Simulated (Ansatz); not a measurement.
# Cl3H3Si2: the cost of one run

Method: DFT PBE, Gaussian basis def2-SVP, and further levels as typed in the inputs, in Ansatz 0.2.0.

## Step 1: Starting point

Bond lengths: Si1–Cl2 2.094 Å, Si1–Cl3 2.094 Å, Si1–Cl4 2.094 Å, Si1–Si5 2.233 Å, Si5–H6 1.470 Å, Si5–H7 1.470 Å, Si5–H8 1.470 Å. Angles: Cl2–Si1–Cl3 109.5°, Cl2–Si1–Cl4 109.5°, Cl2–Si1–Si5 109.4°, Cl3–Si1–Cl4 109.5°, Cl3–Si1–Si5 109.4°, Cl4–Si1–Si5 109.4°, Si1–Si5–H6 109.3°, Si1–Si5–H7 109.3°, Si1–Si5–H8 109.3°, H6–Si5–H7 109.6°, H6–Si5–H8 109.6°, H7–Si5–H8 109.6°.

As a file:

```xyz
8

Si    1.0375    0.0032    0.0299
Cl    1.7729   -1.5420   -1.1761
Cl    1.7480    1.8413   -0.6768
Cl    1.6775   -0.2832    2.0025
Si   -1.1941   -0.0037   -0.0344
H    -1.7087    1.0820    0.8130
H    -1.6913   -1.2952    0.4622
H    -1.6417    0.1976   -1.4203
```

## Step 2: Relaxing the atoms: Cl3H3Si2

File input.yaml:

```yaml
crystal:
  periodic: [false, false, false]
  atoms:
    - { symbol: Si, position_ang: [1.037469, 0.003212, 0.029856] }
    - { symbol: Cl, position_ang: [1.772868, -1.542019, -1.176119] }
    - { symbol: Cl, position_ang: [1.748023, 1.841344, -0.67676] }
    - { symbol: Cl, position_ang: [1.677495, -0.283232, 2.00248] }
    - { symbol: Si, position_ang: [-1.194129, -0.003696, -0.034364] }
    - { symbol: H, position_ang: [-1.708729, 1.08204, 0.81304] }
    - { symbol: H, position_ang: [-1.691275, -1.295211, 0.462193] }
    - { symbol: H, position_ang: [-1.641722, 0.197562, -1.420325] }
basis:
  gaussian: { orbitals: def2-SVP }
hamiltonian:
  xc: pbe
relax:
  f_tol: 0.003
  max_steps: 150
output:
  orbitals: {}
```

Command:

```bash
$ ansatz run input.yaml --threads 4 --pin off --max-ram 10240MiB --backend cpu --events-out ev --progress --plain --runs-dir out
```

**Question.** How long does this run take on 4 threads of Intel Xeon Platinum 8488C (Sapphire Rapids), shared host, and how much memory does it need?

About 4.2 s, with a peak of 0.17 GiB.
